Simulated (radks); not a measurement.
# Taking charge from the 5p level of Yb in fractions

The task here is to estimate one member of a computed series from the others.

The numbers are computed with radks (a radial shooting solver on a logarithmic mesh, Libxc functionals) version 1 (scalar-relativistic Kohn-Sham, r2SCAN, spin-polarised, spherical densities, finite nucleus), except any that are marked as measured or tabulated.

## The system

* element: ytterbium (Z = 70)
* charge: 0
* electrons: 70
* configuration: [Kr] 4d10 4f14 5s2 5p(up 3, down 3) 6s2
* nuclear rms radius: 5.3108 fm

A shell typed twice in an input gives spin up, then spin down.

Set-up of the first run:

The run's settings:

```text
Z 70
configuration [Kr] 4d10 4f14 5s2 5p3 5p3 6s2
relativity scalar-relativistic
functional r2scan,r2scan
spin polarised
nucleus finite rms 5.3108 fm
c 137.035999084
```

Steps of the session up to this table: Start: [Kr] 4d10 4f14 5s2 5p(up 3, down 3) 6s2.

One of the session's tables, all rows but one given; the rest of the session is left out.

It belongs to the step «Start: [Kr] 4d10 4f14 5s2 5p(up 3, down 3) 6s2». Radial moments (bohr):

```
level     <r>  outermost maximum (interpolated)  90 % within  nodes
   3d  0.1961                             0.160        0.305      0
   4s  0.4881                             0.455        0.701      3
   4p  0.5182                             0.476        0.754      2
   4d  0.5603                             0.491        0.842      1
   5s   1.211                              1.07         1.75      4
   5p       ?                                 ?            ?      ?
   6s   3.981                              3.34         5.92      5
   4f  0.7877                             0.484         1.38      0
```

Q: Estimate the row for 5p from the others.

**Answer.** <r>: 1.445; outermost maximum (interpolated): 1.23; 90 % within: 2.14; nodes: 3. In the column «<r>» it lies between 5s (1.211) and 6s (3.981).
